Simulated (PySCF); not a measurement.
# [PbOCl]−: a change of charge

How does [PbOCl]− respond at fixed geometry? The runs cover a change of charge. The species was built from a template and needn't be a known compound.

Program: PySCF 2.14.0. Level of theory: PBE0, Pb def2-SVP with ECP60, O def2-SVP, Cl def2-SVP; scalar-relativistic core potentials, no spin–orbit coupling. These are calculated values, not measurements.

1 further run of the same task is left out (for a known fault of the program).

## Step 1: The system as given

3 atoms, charge -1, spin multiplicity 1.

Bond lengths: Pb1–O2 1.969 Å, Pb1–Cl3 2.684 Å. Angles: O2–Pb1–Cl3 105.5°.

Geometry (Å):

```xyz
3

Pb    0.2110    0.0000   -0.5189
O     1.7192    0.0000    0.7476
Cl   -2.0019    0.0000    1.0001
```

Formal oxidation states: Pb +2. An earlier session relaxed this geometry at PBE0, Pb def2-SVP with ECP60, O def2-SVP, Cl def2-SVP (singlet, point group Cs).

Its energy there is -727.926008 Eh.

## Step 2: One electron removed, multiplicity 2

run.py (the lines that set the calculation) reads:

```python
mol = gto.M(atom='''
Pb     0.21100     0.00000    -0.51887
O      1.71923     0.00000     0.74763
Cl    -2.00190     0.00000     1.00013''',
    basis={'Pb': 'def2-SVP', 'O': 'def2-SVP', 'Cl': 'def2-SVP'},
    ecp={'Pb': 'def2-SVP'},
    charge=0, spin=1)
mf = dft.UKS(mol, xc='PBE0')
mf.grids.atom_grid = (50, 194)
mf = mf.density_fit()  # fitting sets: Pb def2-universal-JKFIT, O def2-universal-JKFIT, Cl def2-universal-JKFIT
mf.conv_tol = 1e-08; mf.max_cycle = 55
mf.kernel(dm0)  # dm0: the density of the relaxed state
```

Command:

```console
$ OMP_NUM_THREADS=2 python run.py
```

The log of the run:

```text
init E= -727.934868310168
  HOMO = -0.044554578154  LUMO = -0.0306481545764  gap/eV = 0.37841
cycle= 1 E= -727.737385386742  delta_E= 0.197  |g|= 0.397  |ddm|= 0.797
  HOMO = -0.293036347085  LUMO = -0.275653032868  gap/eV = 0.47302
cycle= 2 E= -727.162697251032  delta_E= 0.575  |g|= 1.11  |ddm|= 1.23
  HOMO = -0.30738176379  LUMO = -0.211681292079  gap/eV = 2.60414
cycle= 3 E= -727.814703031501  delta_E= -0.652  |g|= 0.123  |ddm|= 1.04
  HOMO = -0.275323203706  LUMO = -0.183556217997  gap/eV = 2.49711
cycle= 4 E= -727.822903174008  delta_E= -0.0082  |g|= 0.0552  |ddm|= 0.226
  HOMO = -0.288593549088  LUMO = -0.170371247746  gap/eV = 3.21699
cycle= 5 E= -727.82572515521  delta_E= -0.00282  |g|= 0.0255  |ddm|= 0.123
  HOMO = -0.287245576193  LUMO = -0.168088238159  gap/eV = 3.24244
cycle= 6 E= -727.826395029375  delta_E= -0.00067  |g|= 0.0129  |ddm|= 0.0492
  HOMO = -0.286284228947  LUMO = -0.16520428568  gap/eV = 3.29475
cycle= 7 E= -727.826767017863  delta_E= -0.000372  |g|= 0.00491  |ddm|= 0.0485
  HOMO = -0.286278795435  LUMO = -0.164817706968  gap/eV = 3.30512
cycle= 8 E= -727.826914674762  delta_E= -0.000148  |g|= 0.00402  |ddm|= 0.03
  HOMO = -0.286033242611  LUMO = -0.164481816841  gap/eV = 3.30758
cycle= 9 E= -727.82705059823  delta_E= -0.000136  |g|= 0.00257  |ddm|= 0.0358
  HOMO = -0.285564973224  LUMO = -0.163713820922  gap/eV = 3.31574
cycle= 10 E= -727.827162385531  delta_E= -0.000112  |g|= 0.00129  |ddm|= 0.0539
  HOMO = -0.285421057746  LUMO = -0.164181961079  gap/eV = 3.29908
cycle= 11 E= -727.82717567929  delta_E= -1.33e-05  |g|= 0.00042  |ddm|= 0.0163
  HOMO = -0.285389903914  LUMO = -0.163901985196  gap/eV = 3.30585
cycle= 12 E= -727.827177571182  delta_E= -1.89e-06  |g|= 0.000168  |ddm|= 0.00959
  HOMO = -0.285363238437  LUMO = -0.163979471914  gap/eV = 3.30302
cycle= 13 E= -727.82717760368  delta_E= -3.25e-08  |g|= 4.45e-05  |ddm|= 0.000411
  HOMO = -0.285355675441  LUMO = -0.164000829696  gap/eV = 3.30223
cycle= 14 E= -727.827177607754  delta_E= -4.07e-09  |g|= 1.17e-05  |ddm|= 0.000202
  HOMO = -0.285360834287  LUMO = -0.163994003082  gap/eV = 3.30256
Extra cycle  E= -727.82717760787  delta_E= -1.16e-10  |g|= 1.19e-05  |ddm|= 3.28e-05
converged SCF energy = -727.82717760787  <S^2> = 0.76343217  2S+1 = 2.0133874
```

Wall time 0.7 s (2 threads of Arm Neoverse V2, shared host).

Result: E = -727.827178 Eh (+2.689 eV from the relaxed state), HOMO -7.77 eV, LUMO -4.46 eV (over both spins), ⟨S²⟩ = 0.763, Mulliken charge on Pb1 +0.78 e. 

## Step 3: Results

| state | energy from the relaxed state (eV) | ⟨S²⟩ | time |
| --- | --- | --- | --- |
| charge -1, singlet, vacuum (relaxed) | 0 | 0.00 |  |
| charge 0, doublet, vacuum | 2.69 | 0.76 | 0.7 s |

An electron taken off or put on is at rest in vacuum. 

Removing an electron vertically costs 2.69 eV (doublet), against −HOMO = 1.02 eV. These are double-zeta-type bases without diffuse functions. Spin–orbit coupling is left out.
